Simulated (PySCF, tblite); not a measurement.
# C6H6NO2 radical: geometry, infrared bands and EPR parameters

What infrared bands and EPR parameters should C6H6NO2 radical (`C=C1[C](NC=O)[C@@H]1C=O`) show?

Programs: tblite 0.8.0 and PySCF 2.14.0, with density-fitted response routines of our own. Each step states its level of theory. These are calculated values for one molecule in the gas phase, unless marked as measured. Atoms count from 0, in the outputs and in this text.

### 1 The molecule as given

15 atoms, charge 0, multiplicity 2; geometry from: force field or distance geometry start.

Bonds of the start (Å): C0–C1 1.35, C1–C2 1.50, C2–N3 1.46, N3–C4 1.41, C4–O5 1.27, C2–C6 1.51, C6–C7 1.50, C7–O8 1.22, C6–C1 1.48, C0–H9 1.09, C0–H10 1.10, N3–H11 1.07, C4–H12 1.09, C6–H13 1.09, C7–H14 1.09.

### 2 Geometry optimisation with GFN2-xTB

What the job is given:

```
{"job": {"kind": "relax", "xc": "GFN2-xTB", "basis": "xTB"}, "charge": 0, "multiplicity": 2}
C     -1.197200    -2.086700     0.869800
C     -1.004800    -0.923700     0.211400
C     -0.247800    -0.244500    -0.892600
N      1.157700    -0.081200    -0.546200
C      2.076100     0.533400    -1.425800
O      1.723400     0.979800    -2.561800
C     -1.225100     0.519400    -0.025500
C     -0.535400     1.521000     0.853700
O     -1.081700     2.574400     1.152100
H     -0.651400    -2.963100     0.526800
H     -1.897900    -2.163700     1.708200
H      1.509800    -0.447300     0.399800
H      3.130900     0.657700    -1.170800
H     -2.226700     0.788300    -0.370800
H      0.465800     1.344100     1.249800
```

The run is started by

```
> OMP_NUM_THREADS=1 python probes_run.py task.json out
```

This one command runs all jobs of the session in turn.

**Question.** This job is followed by: GFN2-xTB harmonic vibrations, gas phase; UKS B3LYP, pcH-1 on C H N O, non-relativistic, mean-field spin-orbit, GIAO. What will the session give for the following? strongest single infrared mode (GFN2-xTB); zero-point energy (GFN2-xTB); g(iso) (B3LYP); ⟨S²⟩; largest a(iso); potential on the surface of density 0.002 e/bohr³, 1st and 99th percentile.

As calculated:

```
                                                                  quantity                  value
                                 strongest single infrared mode (GFN2-xTB)  1724 cm⁻¹, 611 km/mol
                                              zero-point energy (GFN2-xTB)          65.4 kcal/mol
                                                            g(iso) (B3LYP)                2.00289
                                                                      ⟨S²⟩     0.769 (exact 0.75)
                                                            largest a(iso)    1H on H13, 63.6 MHz
potential on the surface of density 0.002 e/bohr³, 1st and 99th percentile     -1.81 V and 2.75 V
```

In words: Over 100 steps the energy fell by 1.670 eV; of the close pairs, C1–C2 changed most, 1.501 to 1.358 Å. All 39 modes are real, so the xTB geometry is a minimum. The strongest single mode, at 1724 cm⁻¹, moves mainly C4 and O5. Unscaled tight-binding wavenumbers are off by several per cent, some by more. Its intensities can rank the bands wrongly. The largest spin populations lie on C0 (0.56 e), C2 (0.53 e). The isotropic g lies 0.6 ppt above the free-electron value. The conformer search found further structures of the same energy, which may be mirror or relabelled copies of this one.
